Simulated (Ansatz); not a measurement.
**CH₅InOS₂: how energies converge with the basis set**

One table from this session's results is given with a row withheld; the runs are named, their logs left out.

The runs use Ansatz 0.2.0, Gaussian basis; one geometry, several basis sets.

Plan: PBE0-D4/def2-SVP; ωB97M-V/def2-SVP; PBE0-D4/def2-QZVPP; ωB97M-V/def2-QZVPP; the functionals' def2-TZVPP values are taken from earlier runs.

## The relaxed structure

An earlier PBE0-D4 in a triple-zeta def2 set relaxation fixed the geometry. In takes the def2 core potential; no spin-orbit term is included.

SMILES `C[O][In]([SH])[SH]`, 10 atoms, charge 0, spin multiplicity 1.

Atoms are counted from 1 here; the program's logs count them from 0.

Bond lengths: C1–O2 1.402 Å, C1–H6 1.099 Å, C1–H7 1.095 Å, C1–H8 1.099 Å, O2–In3 1.981 Å, In3–S4 2.360 Å, In3–S5 2.372 Å, S4–H9 1.345 Å, S5–H10 1.345 Å. Angles: O2–C1–H6 112.9°, O2–C1–H7 108.4°, O2–C1–H8 112.8°, H6–C1–H7 107.3°, H6–C1–H8 107.8°, H7–C1–H8 107.3°, C1–O2–In3 121.8°, O2–In3–S4 115.1°, O2–In3–S5 118.4°, S4–In3–S5 126.5°, In3–S4–H9 91.5°, In3–S5–H10 92.0°.

Set-up of the first run:

in.yaml

```yaml
crystal:
  periodic: [false, false, false]
  atoms:
    - {symbol: C, position_ang: [-0.011811, 0.976191, 1.359078]}
    - {symbol: O, position_ang: [-0.168885, -0.346234, 0.919558]}
    - {symbol: In, position_ang: [-0.011810, -0.836079, -0.993858]}
    - {symbol: S, position_ang: [-0.317811, -3.127805, -1.469377]}
    - {symbol: S, position_ang: [0.457897, 0.880242, -2.562122]}
    - {symbol: H, position_ang: [0.982296, 1.386900, 1.131977]}
    - {symbol: H, position_ang: [-0.131156, 0.996009, 2.447494]}
    - {symbol: H, position_ang: [-0.762299, 1.658482, 0.935331]}
    - {symbol: H, position_ang: [-0.523127, -3.405842, -0.169374]}
    - {symbol: H, position_ang: [0.486706, 1.818156, -1.598705]}
basis:
  gaussian: {orbitals: def2-SVP}
hamiltonian: {xc: pbe0, dispersion: d4}
output: {orbitals: {seedname: orbitals}}
```

On the command line:

```sh
> ansatz run in.yaml --threads 4 --pin off --events-out ev --progress --plain --max-ram 10444MiB
```

Among the steps run: PBE0-D4 in def2-SVP; ωB97M-V in def2-SVP; PBE0-D4 in def2-QZVPP; ωB97M-V in def2-QZVPP.

One table of the session follows, with a row left open; its other results are not shown here.

It belongs to the step «Functionals by basis». 

```
functional       basis  HOMO (eV)  LUMO (eV)
   PBE0-D4    def2-SVP      -7.45      -1.53
   PBE0-D4  def2-TZVPP          ?          ?
   PBE0-D4  def2-QZVPP      -7.64      -1.80
   ωB97M-V    def2-SVP      -9.62       0.44
   ωB97M-V  def2-TZVPP      -9.82       0.15
   ωB97M-V  def2-QZVPP      -9.85      -0.07
```

**Question.** Estimate the row for PBE0-D4, def2-TZVPP.

The run gave: HOMO (eV): -7.61; LUMO (eV): -1.72. In the column «HOMO (eV)» it lies between PBE0-D4, def2-QZVPP (-7.64) and PBE0-D4, def2-SVP (-7.45).
